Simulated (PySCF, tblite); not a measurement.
**C₄H₉F₃Si₂: geometry, infrared bands and NMR shifts**

Aim: predict the infrared bands and NMR shifts of C₄H₉F₃Si₂ (`FC(F)(F)CC1[SiH2]C[SiH2]1`).

Computed with tblite 0.8.0 and PySCF 2.14.0, with density-fitted response routines of our own, on a single molecule in the gas phase. Atoms are numbered from 0 throughout.

### 1 The molecule as given

18 atoms, charge 0, multiplicity 1; geometry from: force field or distance geometry start.

Bonds of the start (Å): F0–C1 1.40, C1–F2 1.35, C1–F3 1.39, C1–C4 1.55, C4–C5 1.51, C5–Si6 1.85, Si6–C7 1.86, C7–Si8 1.86, Si8–C5 1.86, C4–H9 1.10, C4–H10 1.10, C5–H11 1.12, Si6–H12 1.47, Si6–H13 1.46, C7–H14 1.11, C7–H15 1.09, Si8–H16 1.46, Si8–H17 1.47.

### 2 Optimising the geometry with GFN2-xTB

Job settings and geometry (Å):

```
{"job": {"kind": "relax", "xc": "GFN2-xTB", "basis": "xTB"}, "charge": 0, "multiplicity": 1}
F     -2.680500    -1.249100     0.191100
C     -2.417800     0.068600    -0.210800
F     -3.455000     0.916100    -0.066300
F     -1.921400    -0.000800    -1.510300
C     -1.211000     0.482900     0.663000
C     -0.133900    -0.502000     0.291500
Si     1.501700    -0.314800     1.130500
C      2.216700     0.512600    -0.371700
Si     0.768800    -0.194100    -1.301800
H     -0.928400     1.527600     0.470600
H     -1.546700     0.281200     1.695700
H     -0.518400    -1.543900     0.393000
H      2.121700    -1.608100     1.433500
H      1.490800     0.633100     2.241700
H      2.277200     1.615900    -0.311800
H      3.159000     0.028700    -0.646500
H      1.094700    -1.472500    -1.931200
H      0.173800     0.824900    -2.171700
```

On the command line:

```
OMP_NUM_THREADS=1 python probes_run.py task.json out
```

The driver reads the jobs from task.json and runs them one after another.

**Question.** This job is followed by: GFN2-xTB harmonic vibrations, gas phase; GIAO PBE0/pcSseg-1 NMR shielding, non-relativistic, gas phase. What will the session give for the following? strongest single infrared mode (GFN2-xTB); zero-point energy (GFN2-xTB); 13C shifts against TMS (PBE0/pcSseg-1); 1H shifts against TMS (PBE0/pcSseg-1, means over atoms taken as alike); 19F shifts against CFCl3 (PBE0/pcSseg-1, means over atoms taken as alike); 29Si shifts against TMS (PBE0/pcSseg-1, means over atoms taken as alike); surface potential, 1st and 99th percentile.

As calculated:

| quantity | value |
| --- | --- |
| strongest single infrared mode (GFN2-xTB) | 2271 cm⁻¹, 624 km/mol |
| zero-point energy (GFN2-xTB) | 73.5 kcal/mol |
| 13C shifts against TMS (PBE0/pcSseg-1) | 137.1, 38.6, 10.1, -7.4 ppm |
| 1H shifts against TMS (PBE0/pcSseg-1, means over atoms taken as alike) | 4.96, 4.72, 2.30, 1.60, 0.63, 0.51 ppm |
| 19F shifts against CFCl3 (PBE0/pcSseg-1, means over atoms taken as alike) | -88.5 ppm |
| 29Si shifts against TMS (PBE0/pcSseg-1, means over atoms taken as alike) | -27.8 ppm |
| surface potential, 1st and 99th percentile | -0.71 V and 1.21 V |

**Reading.** The optimisation took 116 steps and gained 1.057 eV; among the close pairs (by a distance rule), C5–Si6 changed most, from 1.848 to 1.929 Å. All 48 modes are real, so the xTB geometry is a minimum. The strongest single mode, at 2271 cm⁻¹, moves mainly H17. Unscaled tight-binding wavenumbers are off by several per cent, some by more. Its intensities can rank the bands wrongly. At PBE0/pcSseg-1: Shielding is most anisotropic at F0, F2, F3 (span 180 ppm, paramagnetic term -214 ppm).
